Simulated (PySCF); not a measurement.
# C2H7AlF− (SMILES FC[CH2][AlH3-]): levels of theory compared

We compute a comparison of 6 runs (HF/3-21G, HF/def2-SVP, B3LYP/6-31G*, PBE0/def2-SVP, r2SCAN/def2-SVP) of C2H7AlF−. The job is set up through a Python script.

The results are computed with PySCF 2.14.0.

### 1 The molecule

The species is C2H7AlF− (11 atoms), meant as a singlet with charge -1. SMILES: `FC[CH2][AlH3-]`. Geometry: a GFN2-xTB relaxation, a rough one for these elements and not checked as a minimum. This is one conformer, not always the lowest.

Bond lengths: F1–C2 1.388 Å, C2–C3 1.518 Å, C3–Al4 2.071 Å, C2–H5 1.106 Å, C2–H6 1.097 Å, C3–H7 1.105 Å, C3–H8 1.101 Å, Al4–H9 1.604 Å, Al4–H10 1.622 Å, Al4–H11 1.616 Å. Some angles: F1–C2–C3 112.1°, C2–C3–Al4 115.3°, F1–C2–H5 104.3°, F1–C2–H6 105.9°, C3–C2–H5 114.0°, C3–C2–H6 111.0°, C2–C3–H7 105.3°, C2–C3–H8 107.4°, Al4–C3–H7 104.9°, Al4–C3–H8 118.3°.

### 2 Energy and gradient at HF/3-21G (run 1)

File job.py:

```python
import pyscf.grad
from pyscf import gto, scf

molecule = gto.M(
    atom=[
    ('F', (-1.868430, 1.310700, 0.007940)),
    ('C', (-0.485400, 1.370790, -0.093340)),
    ('C', (0.095300, 0.117190, -0.721550)),
    ('Al', (0.413840, -1.459870, 0.582740)),
    ('H', (-0.293120, 2.294180, -0.671840)),
    ('H', (-0.114260, 1.505750, 0.930070)),
    ('H', (1.103060, 0.406140, -1.070540)),
    ('H', (-0.467300, -0.077040, -1.648400)),
    ('H', (-0.933210, -2.223210, 1.000920)),
    ('H', (1.126720, -0.786970, 1.875500)),
    ('H', (1.422800, -2.457660, -0.191510)),
],
    verbose=4,
    basis='3-21g',
    spin=0,
    charge=-1,
    max_memory=1860,
)

mf = scf.RHF(molecule)
mf.conv_tol = 1e-10
mf.kernel()
if not mf.converged:
    mf = mf.newton().run(mf.mo_coeff, mf.mo_occ)

energy = mf.e_tot
print('E = %.10f Eh' % energy)
grad = mf.Gradients().kernel()
mf.analyze()
```

The run is started by

```sh
$ OMP_NUM_THREADS=1 python job.py
```

Output:

```text
PySCF version 2.14.0

[... 65 lines left out ...]
converged SCF energy = -418.845888617315
[... 18 lines left out ...]
DFT Exchange-Correlation Energy =      -41.239953573374578
[... 7 lines left out ...]
MO #6   energy= -2.91904996713949  occ= 2
[... 5 lines left out ...]
MO #12  energy= -0.527726830076676 occ= 2
[... 5 lines left out ...]
MO #18  energy= -0.313029578144817 occ= 2
[... 5 lines left out ...]
MO #24  energy= 0.374603776898274  occ= 0
[... 5 lines left out ...]
MO #30  energy= 0.54642186315957   occ= 0
[... 5 lines left out ...]
MO #36  energy= 1.13494493935272   occ= 0
[... 5 lines left out ...]
MO #42  energy= 1.4747173793197    occ= 0
[... 5 lines left out ...]
MO #48  energy= 1.64959407448033   occ= 0
[... 5 lines left out ...]
MO #54  energy= 4.19798801620024   occ= 0
[... 33 lines left out ...]
pop of  3 Al 2px          1.99976
pop of  3 Al 2py          1.99968
pop of  3 Al 2pz          1.99971
pop of  3 Al 3px          0.69703
pop of  3 Al 3py          0.60071
pop of  3 Al 3pz          0.62663
pop of  3 Al 4px          0.00234
pop of  3 Al 4py          0.00345
pop of  3 Al 4pz          0.00221
pop of  4 H 1s            0.95022
pop of  4 H 2s            0.00847
pop of  5 H 1s            0.91874
pop of  5 H 2s            0.00977
pop of  6 H 1s            0.93807
pop of  6 H 2s            0.00612
pop of  7 H 1s            0.93377
pop of  7 H 2s            0.00683
pop of  8 H 1s            1.23086
pop of  8 H 2s            0.00256
pop of  9 H 1s            1.24024
pop of  9 H 2s            0.00309
pop of  10 H 1s           1.23789
pop of  10 H 2s           0.00287
 ** Mulliken atomic charges  **
charge of    0F =     -0.35956
charge of    1C =      0.16016
charge of    2C =     -0.46837
charge of    3Al =      0.15727
charge of    4H =      0.04131
charge of    5H =      0.07149
charge of    6H =      0.05580
charge of    7H =      0.05940
charge of    8H =     -0.23342
charge of    9H =     -0.24333
charge of   10H =     -0.24076

WARN: System has nonzero charge -1; the dipole moment is origin-dependent.
Location of origin: [0. 0. 0.]

Dipole moment(X, Y, Z, Debye):  0.27109,  5.73891, -2.57242
```

Run time: 1.7 s. Hardware: 1 thread of Intel Xeon at 2.70GHz, shared host; peak memory 0.13 GiB.

### 3 Energy and gradient at HF/def2-SVP (run 2)

File input.py:

```python
# FC[CH2][AlH3-]
import pyscf.grad
from pyscf import gto

system = gto.M(
    atom='''
F     -3.530821     2.476864     0.015004
C     -0.917273     2.590418    -0.176387
C      0.180091     0.221457    -1.363532
Al     0.782044    -2.758754     1.101219
H     -0.553917     4.335372    -1.269594
H     -0.215920     2.845455     1.757578
H      2.084481     0.767493    -2.023027
H     -0.883069    -0.145585    -3.115025
H     -1.763511    -4.201258     1.891465
H      2.129192    -1.487158     3.544181
H      2.688702    -4.644304    -0.361901
''',
    charge=-1,
    verbose=4,
    unit='bohr',
    basis='def2-svp',
    max_memory=1860,
)

mf = system.RHF()
mf.conv_tol = 1e-10
mf.kernel()
if not mf.converged:
    mf = mf.newton().run(mf.mo_coeff, mf.mo_occ)

energy = mf.e_tot
print('E = %.10f Eh' % energy)
grad = mf.Gradients().kernel()
dip = mf.dip_moment()
pop, q = mf.mulliken_pop()
```

The run is started by

```sh
$ OMP_NUM_THREADS=1 python input.py
```

Output:

```text
PySCF version 2.14.0

[... 65 lines left out ...]
converged SCF energy = -420.94855080935
[... 13 lines left out ...]
WARN: System has nonzero charge -1; the dipole moment is origin-dependent.
[... 2 lines left out ...]
Dipole moment(X, Y, Z, Debye):  0.20750,  5.70892, -2.57859
[... 68 lines left out ...]
pop of  5 H 2px           0.00342
pop of  5 H 2py           0.00376
pop of  5 H 2pz           0.01655
pop of  6 H 1s            0.75449
pop of  6 H 2s            0.23251
pop of  6 H 2px           0.01459
pop of  6 H 2py           0.00553
pop of  6 H 2pz           0.00603
pop of  7 H 1s            0.75188
pop of  7 H 2s            0.22853
pop of  7 H 2px           0.00760
pop of  7 H 2py           0.00531
pop of  7 H 2pz           0.01230
pop of  8 H 1s            0.72411
pop of  8 H 2s            0.65185
pop of  8 H 2px           0.00349
pop of  8 H 2py           0.00128
pop of  8 H 2pz           0.00055
pop of  9 H 1s            0.71996
pop of  9 H 2s            0.67197
pop of  9 H 2px           0.00107
pop of  9 H 2py           0.00089
pop of  9 H 2pz           0.00301
pop of  10 H 1s           0.72139
pop of  10 H 2s           0.66811
pop of  10 H 2px          0.00192
pop of  10 H 2py          0.00188
pop of  10 H 2pz          0.00123
 ** Mulliken atomic charges  **
charge of    0F =     -0.43165
charge of    1C =      0.39536
charge of    2C =     -0.46449
charge of    3Al =      0.73301
charge of    4H =     -0.03978
charge of    5H =     -0.00097
charge of    6H =     -0.01316
charge of    7H =     -0.00561
charge of    8H =     -0.38128
charge of    9H =     -0.39690
charge of   10H =     -0.39453
```

It took 7.8 s on 1 thread of Intel Xeon at 2.70GHz, shared host; peak memory 0.2 GiB.

Runs 3 to 5 aren't shown in full; the table further down has their settings and results.

### 4 Energy and gradient at r2SCAN/def2-SVP (run 6)

File start.xyz:

```xyz
11
C2H7AlF
F     -1.868430     1.310700     0.007940
C     -0.485400     1.370790    -0.093340
C      0.095300     0.117190    -0.721550
Al     0.413840    -1.459870     0.582740
H     -0.293120     2.294180    -0.671840
H     -0.114260     1.505750     0.930070
H      1.103060     0.406140    -1.070540
H     -0.467300    -0.077040    -1.648400
H     -0.933210    -2.223210     1.000920
H      1.126720    -0.786970     1.875500
H      1.422800    -2.457660    -0.191510
```

File input.py:

```python
from pyscf import gto, dft

system = gto.Mole()
system.atom = 'start.xyz'
system.max_memory = 1860
system.spin = 0
system.charge = -1
system.basis = 'def2-svp'
system.verbose = 3
system.build()

myscf = dft.RKS(system, xc='r2scan')
myscf.grids.level = 5
myscf.conv_tol = 1e-10
myscf.kernel()
if not myscf.converged:
    myscf = myscf.newton().run(myscf.mo_coeff, myscf.mo_occ)

e_final = myscf.e_tot
print('E = %.10f Eh' % e_final)
grad = myscf.nuc_grad_method().kernel()
myscf.analyze()
```

The run is started by

```sh
$ OMP_NUM_THREADS=1 python input.py
```

Output:

```text
converged SCF energy = -422.372364419194
[... 16 lines left out ...]
MO #7   energy= -2.35337104556957  occ= 2
[... 7 lines left out ...]
MO #15  energy= -0.177928050905208 occ= 2
[... 7 lines left out ...]
MO #23  energy= 0.223072382251338  occ= 0
[... 7 lines left out ...]
MO #31  energy= 0.363377776817646  occ= 0
[... 7 lines left out ...]
MO #39  energy= 0.673555827860156  occ= 0
[... 7 lines left out ...]
MO #47  energy= 0.842483695897006  occ= 0
[... 7 lines left out ...]
MO #55  energy= 1.14394217201055   occ= 0
[... 7 lines left out ...]
MO #63  energy= 1.72228688745209   occ= 0
[... 7 lines left out ...]
MO #71  energy= 1.95896339832867   occ= 0
[... 7 lines left out ...]
MO #79  energy= 2.24773558947613   occ= 0
[... 7 lines left out ...]
MO #87  energy= 2.9481148036554    occ= 0
[... 7 lines left out ...]
MO #95  energy= 3.96317671595025   occ= 0
[... 13 lines left out ...]
WARN: System has nonzero charge -1; the dipole moment is origin-dependent.
Location of origin: [0. 0. 0.]

Dipole moment(X, Y, Z, Debye): -0.08423,  5.66888, -2.59768
```

Run time: 49 s. Hardware: 1 thread of Intel Xeon at 2.70GHz, shared host; peak memory 0.94 GiB.

### 5 Overview of the runs

| run | level | integration grid | Cartesian functions | energy (Eh) | HOMO energy (eV) | LUMO energy (eV) | HOMO–LUMO gap (eV) | wall time |
| --- | --- | --- | --- | --- | --- | --- | --- | --- |
| 1 | HF/3-21G | – | no | -418.845889 | -5.07 | 9.00 | 14.07 | 1.7 s |
| 2 | HF/def2-SVP | – | no | -420.948551 | -5.26 | 8.71 | 13.97 | 7.8 s |
| 3 | B3LYP/6-31G* (spherical functions) | 5 | no | -422.708540 | -1.69 | 5.78 | 7.47 | 25 s |
| 4 | B3LYP/6-31G* (Cartesian functions) | 5 | yes | -422.712656 | -1.70 | 5.78 | 7.47 | 26 s |
| 5 | PBE0/def2-SVP | 5 | no | -422.184137 | -2.12 | 5.88 | 7.99 | 39 s |
| 6 | r2SCAN/def2-SVP | 5 | no | -422.372364 | -1.14 | 5.57 | 6.71 | 49 s |

### 6 Results

```
                                                    quantity          value
                                         run 6: total energy  -422.37236 Eh
                                          run 6: HOMO energy       -1.14 eV
                                          run 6: LUMO energy        5.57 eV
run 6: HOMO–LUMO gap (to an unbound level, set by the basis)        6.71 eV
                             run 6: largest force on an atom     0.715 eV/Å
```

The HOMO–LUMO gap runs from 6.71 eV (r2SCAN/def2-SVP) to 14.07 eV (HF/3-21G). The two ends differ in method and basis. The empty levels of an anion lie above zero and hang on the basis. Totals of different functionals can't be ranked against each other. All runs together took 2.5 min, the longest 49 s.
